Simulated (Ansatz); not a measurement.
# CH₄BFOSi: small, medium and large basis sets

An exercise on one series of results from a longer session: the logs are not shown, and one member is left open.

Computed with Ansatz 0.2.0, Gaussian basis. Level: one geometry, several basis sets.

Plan: PBE0-D4/def2-SVP; ωB97M-V/def2-SVP; PBE0-D4/def2-QZVPP; ωB97M-V/def2-QZVPP; the functionals' def2-TZVPP values are taken from earlier runs.

## The relaxed structure

The geometry comes from an earlier relaxation with PBE0-D4 in a triple-zeta def2 set; it is a stationary point, not always the lowest conformer.

9 atoms, charge 0, spin multiplicity 1.

Atoms are counted from 1 here; the program's logs count them from 0.

Bond lengths: O1–C2 1.227 Å, C2–B3 1.521 Å, C2–H6 1.099 Å, B3–Si4 2.001 Å, B3–H7 1.195 Å, Si4–F5 1.610 Å, Si4–H8 1.489 Å, Si4–H9 1.486 Å. Angles: O1–C2–B3 90.0°, O1–C2–H6 122.9°, B3–C2–H6 147.1°, C2–B3–Si4 120.9°, C2–B3–H7 117.0°, Si4–B3–H7 122.0°, B3–Si4–F5 110.9°, B3–Si4–H8 109.8°, B3–Si4–H9 112.6°, F5–Si4–H8 107.4°, F5–Si4–H9 107.2°, H8–Si4–H9 108.8°.

Set-up of the first run:

The input, in.yaml:

```yaml
crystal:
  periodic: [false, false, false]
  atoms:
    - {symbol: O, position_ang: [-0.789457, 0.780354, 1.703762]}
    - {symbol: C, position_ang: [-0.128335, 1.442074, 0.910398]}
    - {symbol: B, position_ang: [0.628067, 0.188738, 0.495808]}
    - {symbol: Si, position_ang: [-0.077187, -1.007602, -0.944994]}
    - {symbol: F, position_ang: [-1.360768, -0.349177, -1.659654]}
    - {symbol: H, position_ang: [-0.262375, 2.524966, 0.778467]}
    - {symbol: H, position_ang: [1.608668, -0.084915, 1.121736]}
    - {symbol: H, position_ang: [0.963988, -1.202597, -1.991903]}
    - {symbol: H, position_ang: [-0.494200, -2.338142, -0.430919]}
basis:
  gaussian: {orbitals: def2-SVP}
hamiltonian: {xc: pbe0, dispersion: d4}
output: {orbitals: {seedname: orbitals}}
```

Among the steps run: PBE0-D4 in def2-SVP; ωB97M-V in def2-SVP; PBE0-D4 in def2-QZVPP; ωB97M-V in def2-QZVPP.

One of the session's tables, all rows but one given; the rest of the session is left out.

It belongs to the step «Density functionals: the series». 

```
functional       basis  HOMO (eV)  LUMO (eV)
   PBE0-D4    def2-SVP          ?          ?
   PBE0-D4  def2-TZVPP      -8.16      -1.91
   PBE0-D4  def2-QZVPP      -8.18      -1.95
   ωB97M-V    def2-SVP     -10.35       0.60
   ωB97M-V  def2-TZVPP     -10.41       0.37
   ωB97M-V  def2-QZVPP     -10.43       0.30
```

**Question.** Estimate the row for PBE0-D4, def2-SVP.

As computed: HOMO (eV): -8.14; LUMO (eV): -1.80. In the column «HOMO (eV)» it is the highest.
